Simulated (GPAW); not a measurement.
Write an ASE script for GPAW 26.7.0 that does the following.

```
Task                : band structure
Functional          : PBEsol
Potentials or basis : PAW data sets generated in the run's folder for this functional
Cutoff              : 600 eV
Basis               : pw
k mesh              : 6 × 6 × 6
Occupations         : fermi-dirac, width 0.05 eV
Spin                : no spin polarisation
Maxiter             : 150
Band path           : GLB1,BZGX,QFP1Z,LP
Band points         : 100
```

Ti3S2:

```xyz
5
Lattice="2.7131 1.5664 3.2376 -2.7131 1.5664 3.2376 0.0000 -3.1328 3.2376" Properties=species:S:1:pos:R:3 pbc="T T T"
Ti   -0.9107   -1.5555    3.2376
Ti    1.8024   -0.0109    3.2376
Ti   -0.8918    1.5664    3.2376
S     0.0000    0.0000    1.6302
S     0.0000    0.0000    8.0827
```

The cell comes from a database or a generator and needn't be the stable form of this composition.

The input as run:

run.py

```python
from ase import Atoms
from ase.dft.bandgap import bandgap
from ase.io import write
from ase.units import GPa
from gpaw import GPAW, PW, setup_paths

setup_paths.insert(0, '.')

atoms = Atoms(['Ti', 'Ti', 'Ti', 'S', 'S'],
              cell=[[2.7131139241, 1.5664170544, 3.2376184047],
                    [-2.7131139241, 1.5664170544, 3.2376184047],
                    [0.0, -3.1328341088, 3.2376184047]],
              scaled_positions=[[0.0, 0.335655, 0.664345],
                                [0.664345, 0.0, 0.335655],
                                [0.335655, 0.664345, 0.0],
                                [0.167839, 0.167839, 0.167839],
                                [0.832161, 0.832161, 0.832161]],
              pbc=True)

calc = GPAW(mode=PW(600),
            xc='PBEsol',
            kpts={'size': (6, 6, 6), 'gamma': True},
            occupations={'name': 'fermi-dirac', 'width': 0.05},
            nbands=44,
            convergence={'density': 1e-05, 'energy': 1e-05},
            maxiter=150,
            txt='gpaw.txt')
atoms.calc = calc
energy = atoms.get_potential_energy()
forces = atoms.get_forces()
stress = atoms.get_stress()
calc.write('gs.gpw')
write('result.traj', atoms)
print(f'Energy: {energy:.6f} eV')
print('Forces (eV/A):')
print(forces.round(4))
print('Stress (GPa):', (stress / GPa).round(3))
print('Fermi level:', round(calc.get_fermi_level(), 4), 'eV')
print(f'Gap: {bandgap(calc)[0]:.4f} eV, direct: {bandgap(calc, direct=True)[0]:.4f} eV')

path = atoms.cell.bandpath('GLB1,BZGX,QFP1Z,LP', npoints=100, eps=1e-4)
bs_calc = calc.fixed_density(kpts=path, symmetry='off', nbands=64,
                             convergence={'bands': 'CBM+6.0', 'eigenstates': 1e-6}, txt='bands.txt')
bs = bs_calc.band_structure()
bs.write('bs.json')
print(f'Gap on the path: {bandgap(bs_calc)[0]:.4f} eV')
```

Potentials or basis: PAW data sets generated in the run's folder for this functional, pw.

Command:

```console
$ gpaw-setup -f PBEsol S Ti
$ OMP_NUM_THREADS=1 python run.py
```

Results of the run:

```yaml
Pressure: -4.4 GPa
Largest_force: 0.028 eV/Å
Band_gap_along_the_path: none (metal or under the smearing width)
```

It took 4.6 min on 1 thread of Arm Neoverse V2 (shared host), peak memory 0.64 GiB.
